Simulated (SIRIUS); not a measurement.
# NbAs (I4_1md) in SIRIUS: reference runs

Reference runs on NbAs: the cell as given.

Everything below comes from runs of SIRIUS 7.12.0. Logs are shortened: lines on timing, memory, paths and dates and some standing lists are left out, and cuts for length are marked. The log counts tension as positive stress, the text compression.

## 1. The crystal as given

The structure is tetragonal, space group I4_1md (No. 109). Conventional cell: a = 3.452 Å, b = 3.452 Å, c = 11.680 Å, α = 90.00°, β = 90.00°, γ = 90.00°. Nb (site symmetry 2mm) has 6 As at 2.60 to 2.63 Å as nearest neighbours. As (site symmetry 2mm) has 6 Nb at 2.60 to 2.63 Å as nearest neighbours.

## 2. Single point, PBEsol

Input file sirius.json:

```json
{
  "control": {
    "processing_unit": "cpu",
    "verbosity": 2,
    "num_bands_to_print": 39,
    "print_forces": true,
    "print_stress": true
  },
  "parameters": {
    "electronic_structure_method": "pseudopotential",
    "xc_functionals": ["XC_GGA_X_PBE_SOL", "XC_GGA_C_PBE_SOL"],
    "gk_cutoff": 9.2,
    "pw_cutoff": 18.4,
    "ngridk": [11, 11, 11],
    "shiftk": [0, 0, 0],
    "smearing": "fermi_dirac",
    "smearing_width": 0.0018374661,
    "num_bands": 39,
    "num_mag_dims": 0,
    "num_dft_iter": 100,
    "energy_tol": 1e-08,
    "density_tol": 1e-06
  },
  "iterative_solver": {
    "type": "davidson",
    "min_tolerance": 1e-10
  },
  "mixer": {
    "type": "anderson",
    "beta": 0.7,
    "max_history": 8
  },
  "settings": {
    "tol_ne": 1e-10,
    "pseudo_grid_cutoff": 6.5
  },
  "unit_cell": {
    "lattice_vectors": [
      [-3.261383832185, 3.261383832185, 11.036000567814],
      [3.261383832185, -3.261383832185, 11.036000567814],
      [3.261383832185, 3.261383832185, -11.036000567814]
    ],
    "atom_coordinate_units": "lattice",
    "atom_types": ["Nb", "As"],
    "atom_files": {
      "As": "As.json",
      "Nb": "Nb.json"
    },
    "atoms": {
      "Nb": [
        [0.5, 0.0, 0.5],
        [0.75, 0.75, 0.0]
      ],
      "As": [
        [0.916, 0.416, 0.5],
        [0.166, 0.166, 0.0]
      ]
    }
  }
}
```

Potentials or basis: PseudoDojo 0.4.1 PBEsol standard (scalar relativistic).

The run is started by

```
> upf_to_json As.upf
> upf_to_json Nb.upf
> OMP_NUM_THREADS=4 sirius.scf --input=sirius.json --output=out.json --task=0
```

Output:

```text
[info] SIRIUS version : 7.12.0
[info] number of MPI ranks           : 1
[info] MPI grid                      : 1 1
[info] maximum number of OMP threads : 4
[fft] FFT context for density and potential
[fft] =====================================
[fft]   comm size                             : 1
[fft]   plane wave cutoff                     : 18.4
[fft]   grid size                             : 75 75 75   total : 421875
[fft]   grid limits                           : -37 37   -37 37   -37 37
[fft]   number of G-vectors within the cutoff : 24673
[fft]   local number of G-vectors             : 24673
[fft]   number of G-shells                    : 3552
[fft] FFT context for coarse grid
[fft] =====================================
[fft]   comm size                             : 1
[fft]   plane wave cutoff                     : 18.4
[fft]   grid size                             : 75 75 75   total : 421875
[fft]   grid limits                           : -37 37   -37 37   -37 37
[fft]   number of G-vectors within the cutoff : 24673
[fft]   local number of G-vectors             : 24673
[fft]   number of G-shells                    : 3552
[unit cell] lattice vectors
[unit cell]   a1 :      -3.2613838322      3.2613838322     11.0360005678
[unit cell]   a2 :       3.2613838322     -3.2613838322     11.0360005678
[unit cell]   a3 :       3.2613838322      3.2613838322    -11.0360005678
[unit cell] reciprocal lattice vectors
[unit cell]   b1 :       0.0000000000      0.9632698312      0.2846676778
[unit cell]   b2 :       0.9632698312      0.0000000000      0.2846676778
[unit cell]   b3 :       0.9632698312      0.9632698312      0.0000000000
[unit cell] unit cell volume :       469.54317612 [a.u.^3]
[unit cell] 1/sqrt(omega)    :         0.04614899
[unit cell] MT volume        :         0.00000000 ( 0.00%)
[unit cell] IT volume        :       469.54317612 (100.00%)
[unit cell] number of atom types : 2
[unit cell] type id : 0 symbol : Nb mt_radius :  16.590000 num_atoms : 2
[unit cell] type id : 1 symbol : As mt_radius :  13.410000 num_atoms : 2
[unit cell] total number of atoms : 4
[unit cell] number of symmetry classes : 2
[unit cell] number of PAW atoms : 0
[unit cell] atom id  type id  class id             position                      vector_field
[unit cell] ------------------------------------------------------------------------------------------
[unit cell]      0        0        0      0.50000   0.00000   0.50000      0.00000   0.00000   0.00000
[unit cell]      1        0        0      0.75000   0.75000   0.00000      0.00000   0.00000   0.00000
[unit cell]      2        1        1      0.91600   0.41600   0.50000      0.00000   0.00000   0.00000
[unit cell]      3        1        1      0.16600   0.16600   0.00000      0.00000   0.00000   0.00000
[unit cell] atom id         position (Cartesian, a.u.)
[unit cell] ---------------------------------------------
[unit cell]      0       0.000000    3.261384    0.000000
[unit cell]      1       0.000000    0.000000   16.554001
[unit cell]      2       0.000000    3.261384    9.181952
[unit cell]      3       0.000000    0.000000    3.663952
[unit cell] class id : 0 atom id : 0 1
[unit cell] class id : 1 atom id : 2 3
[unit cell] minimum bond length:     4.905219
[unit cell] total number of pseudo wave-functions: 38
[... 323 lines left out ...]
[diagonalize] ik:    2   -1.417411   -1.416491   -0.703015   -0.703008   -0.702146   -0.702114   -0.702066   -0.702059   -0.701519   -0.701314   -0.701279   -0.701246   -0.544324   -0.542703   -0.540374   -0.537054   -0.534604   -0.533488    0.133623    0.203511    0.386870    0.473770    0.490111    0.511360    0.536221    0.542584    0.546495    0.571245    0.618905    0.640104    0.667668    0.701075    0.711712    0.739197    0.763827    0.790616    0.839482    0.883527    0.919742
[diagonalize] ik:    3   -1.417220   -1.416440   -0.703018   -0.703005   -0.702214   -0.702154   -0.702147   -0.701980   -0.701479   -0.701270   -0.701248   -0.701220   -0.545696   -0.542693   -0.540104   -0.538844   -0.534288   -0.533935    0.151038    0.204676    0.394075    0.442617    0.473865    0.502390    0.536881    0.541950    0.545963    0.587073    0.612103    0.641303    0.656257    0.688595    0.707147    0.753378    0.766937    0.817191    0.851875    0.886037    0.925936
[diagonalize] ik:    4   -1.417033   -1.416406   -0.703017   -0.703001   -0.702314   -0.702226   -0.702152   -0.701915   -0.701432   -0.701261   -0.701224   -0.701166   -0.547663   -0.542294   -0.539954   -0.539851   -0.534523   -0.534002    0.170891    0.204722    0.391400    0.413896    0.474050    0.494069    0.528640    0.539082    0.551643    0.597517    0.607808    0.645372    0.662666    0.689356    0.700841    0.753092    0.766957    0.830268    0.856828    0.876632    0.918937
[diagonalize] ...
[diagonalize] ik:  121   -1.417081   -1.416938   -0.703052   -0.703045   -0.702107   -0.702106   -0.702046   -0.702039   -0.701437   -0.701402   -0.701274   -0.701270   -0.541738   -0.541647   -0.539590   -0.538117   -0.535061   -0.535053    0.152755    0.163304    0.446251    0.464993    0.489637    0.492900    0.517769    0.520626    0.570831    0.573392    0.651308    0.652441    0.671167    0.671297    0.721463    0.722802    0.773108    0.774086    0.868458    0.870383    0.916565
[diagonalize] ik:  122   -1.417188   -1.416899   -0.703050   -0.703042   -0.702133   -0.702112   -0.702026   -0.702007   -0.701471   -0.701394   -0.701279   -0.701271   -0.541831   -0.540836   -0.540513   -0.537444   -0.535138   -0.534585    0.144859    0.166451    0.436171    0.473440    0.494517    0.507221    0.507551    0.526219    0.568027    0.586446    0.632617    0.655874    0.670116    0.683119    0.717593    0.721862    0.762000    0.789194    0.845703    0.869908    0.906734
[diagonalize] ik:  123   -1.417296   -1.416860   -0.703043   -0.703043   -0.702141   -0.702138   -0.701999   -0.701977   -0.701498   -0.701389   -0.701283   -0.701283   -0.541568   -0.540905   -0.540905   -0.536722   -0.534682   -0.534682    0.136978    0.169912    0.426425    0.481929    0.507617    0.507617    0.514158    0.518506    0.580103    0.580103    0.637036    0.645884    0.681552    0.681552    0.713640    0.721588    0.777048    0.777048    0.834218    0.848801    0.910487
[diagonalize] ik:  124   -1.417053   -1.417034   -0.703054   -0.703045   -0.702132   -0.702111   -0.702023   -0.702010   -0.701445   -0.701421   -0.701277   -0.701268   -0.541787   -0.540858   -0.539129   -0.538898   -0.535123   -0.534563    0.154817    0.155508    0.453695    0.458535    0.493661    0.504855    0.506822    0.524948    0.569217    0.589079    0.632371    0.660404    0.667697    0.677117    0.718423    0.722775    0.764384    0.791069    0.847307    0.870681    0.906044
[diagonalize] ik:  125   -1.417153   -1.417003   -0.703049   -0.703049   -0.702138   -0.702137   -0.701992   -0.701984   -0.701465   -0.701427   -0.701276   -0.701276   -0.540950   -0.540950   -0.539988   -0.538328   -0.534637   -0.534637    0.146841    0.158025    0.447336    0.466976    0.505900    0.505900    0.511655    0.512574    0.584848    0.584848    0.639864    0.642894    0.675996    0.675996    0.718509    0.722578    0.780867    0.780867    0.842688    0.848745    0.906465
[find] Charges and magnetic moments
[find] --------------------------------------------------------------------------------
[find] total charge          : 56.000000
[find] Energy
[find] --------------------------------------------------------------------------------
[find] valence_eval_sum               :     -17.51181869
[find] <rho|V^{XC}>                   :     -51.85822519
[find] <rho|E^{XC}>                   :     -73.13524106
[find] <mag|B^{XC}>                   :       0.00000000
[find] <rho|V^{H}>                    :     139.67168981
[find] one-electron contribution      :    -105.32528331 (Ha),    -210.65056663 (Ry)
[find] hartree contribution           :      69.83584491
[find] xc contribution                :     -73.13524106
[find] ewald contribution             :    -227.85505526
[find] PAW contribution               :       0.00000000
[find] smearing (-TS)                 :      -0.00022491
[find] SCF correction                 :       0.00000490
[find] Total energy                   :    -336.47972983 (Ha),    -672.95945967 (Ry)
[find] Free energy (E-TS)             :    -336.47995475 (Ha),    -672.95990949 (Ry)
[find] band gap (eV)                  :       0.02413136
[find] Efermi                         :       0.60448229
[find] iteration : 15, RMS (target) : 6.4229e-07 (1.0000e-06) , energy difference (target) : -1.8524e-09 (1.0000e-08)
[find] bands are converged : false
[find] iterative solver converged : false
[find] converged after 16 SCF iterations!
[find] Charges and magnetic moments
[find] --------------------------------------------------------------------------------
[find] total charge          : 56.000000
[find] Energy
[find] --------------------------------------------------------------------------------
[find] valence_eval_sum               :     -17.51181869
[find] <rho|V^{XC}>                   :     -51.85822519
[find] <rho|E^{XC}>                   :     -73.13524106
[find] <mag|B^{XC}>                   :       0.00000000
[find] <rho|V^{H}>                    :     139.67168981
[find] one-electron contribution      :    -105.32528331 (Ha),    -210.65056663 (Ry)
[find] hartree contribution           :      69.83584491
[find] xc contribution                :     -73.13524106
[find] ewald contribution             :    -227.85505526
[find] PAW contribution               :       0.00000000
[find] smearing (-TS)                 :      -0.00022491
[find] SCF correction                 :       0.00000490
[find] Total energy                   :    -336.47972983 (Ha),    -672.95945967 (Ry)
[find] Free energy (E-TS)             :    -336.47995475 (Ha),    -672.95990949 (Ry)
[find] band gap (eV)                  :       0.02413136
[find] Efermi                         :       0.60448229
[ground_state] === stress tensor components [kbar] ===
[ground_state] === stress_kin ===
[ground_state] -78781.203716    0.000000    0.000000
[ground_state]     0.000000-78781.203716    0.000000
[ground_state]     0.000000    0.000000-78974.129927
[ground_state] === stress_har ===
[ground_state] -15287.748667    0.000000    0.000000
[ground_state]     0.000000-15287.748667    0.000000
[ground_state]     0.000000    0.000000-13182.804958
[ground_state] === stress_ewald ===
[ground_state] 46204.474625    0.000000    0.000000
[ground_state]     0.00000046204.474625   -0.000000
[ground_state]     0.000000   -0.00000050362.293805
[ground_state] === stress_vloc ===
[ground_state]  3627.380265    0.000000    0.000000
[ground_state]     0.000000 3627.380265    0.000000
[ground_state]     0.000000    0.000000-2503.337150
[ground_state] === stress_xc ===
[ground_state] -13105.438408    0.000000    0.000000
[ground_state]     0.000000-13105.438408    0.000000
[ground_state]     0.000000    0.000000-13104.422256
[ground_state] === stress_core ===
[ground_state] 24081.298994    0.000000    0.000000
[ground_state]     0.00000024081.298994    0.000000
[ground_state]     0.000000    0.00000024082.037438
[ground_state] === stress_nonloc ===
[ground_state] 33287.116095    0.000000   -0.000000
[ground_state]     0.00000033287.116095   -0.000000
[ground_state]    -0.000000   -0.00000033335.894076
[ground_state] === stress_us_nl ===
[ground_state] 33287.116095    0.000000   -0.000000
[ground_state]     0.00000033287.116095   -0.000000
[ground_state]    -0.000000   -0.00000033335.894076
[ground_state] === stress_total ===
[ground_state]    25.879187    0.000000    0.000000
[ground_state]     0.000000   25.879187    0.000000
[ground_state]     0.000000    0.000000   15.531028
[ground_state] ==== total Forces in Ha/bohr =====
[ground_state] atom:    0, force:       0.0000000      0.0000000     -0.0055968
[ground_state] atom:    1, force:       0.0000000     -0.0000000     -0.0055968
[ground_state] atom:    2, force:       0.0000000     -0.0000000      0.0055889
[ground_state] atom:    3, force:       0.0000000      0.0000000      0.0055889
[ground_state] ==== ultrasoft contribution from Qij =====
[ground_state] atom:    0, force:       0.0000000      0.0000000      0.0000000
[ground_state] atom:    1, force:       0.0000000      0.0000000      0.0000000
[ground_state] atom:    2, force:       0.0000000      0.0000000      0.0000000
[ground_state] atom:    3, force:       0.0000000      0.0000000      0.0000000
[ground_state] ==== non-local contribution from Beta-projector =====
[ground_state] atom:    0, force:       0.0000000      0.0000000     -0.0023336
[ground_state] atom:    1, force:       0.0000000     -0.0000000     -0.0023336
[ground_state] atom:    2, force:       0.0000000     -0.0000000     -0.0025494
[ground_state] atom:    3, force:       0.0000000      0.0000000     -0.0025494
[ground_state] ==== contribution from local potential =====
[ground_state] atom:    0, force:       0.0000000      0.0000000      0.3006032
[ground_state] atom:    1, force:       0.0000000      0.0000000      0.3006032
[ground_state] atom:    2, force:       0.0000000      0.0000000     -0.2959632
[ground_state] atom:    3, force:       0.0000000     -0.0000000     -0.2959632
[ground_state] ==== contribution from core density =====
[ground_state] atom:    0, force:       0.0000000      0.0000000      0.0000898
[ground_state] atom:    1, force:       0.0000000      0.0000000      0.0000898
[ground_state] atom:    2, force:       0.0000000      0.0000000      0.0001451
[ground_state] atom:    3, force:       0.0000000      0.0000000      0.0001451
[ground_state] ==== Ewald forces from ions =====
[ground_state] atom:    0, force:       0.0000000      0.0000000     -0.3039563
[ground_state] atom:    1, force:       0.0000000      0.0000000     -0.3039563
[ground_state] atom:    2, force:       0.0000000      0.0000000      0.3039563
[ground_state] atom:    3, force:       0.0000000      0.0000000      0.3039563
[~DFT_ground_state] local op. applied: 160935
[~DFT_ground_state] evp. work count: 16593.8
[~DFT_ground_state] number of iterative solver steps: 4731
```

Run time: 4.9 min. Hardware: 4 threads of Intel Xeon 6975P-C (Granite Rapids), shared host; peak memory 2.5 GiB.

What came out:

| Property | Result |
| --- | --- |
| Free energy | -9156.0860 eV |
| Pressure | -2.2 GPa |
| Largest force | 0.288 eV/Å |
| Band gap on the k mesh | 0.02 eV |

Forces on the atoms (eV/Å):
```
Nb   0.000  0.000 -0.288
Nb   0.000  0.000 -0.288
As   0.000  0.000  0.287
As   0.000  0.000  0.287
```

Caveat: an odd mesh through Γ misses points on the zone boundary, where band edges often lie.
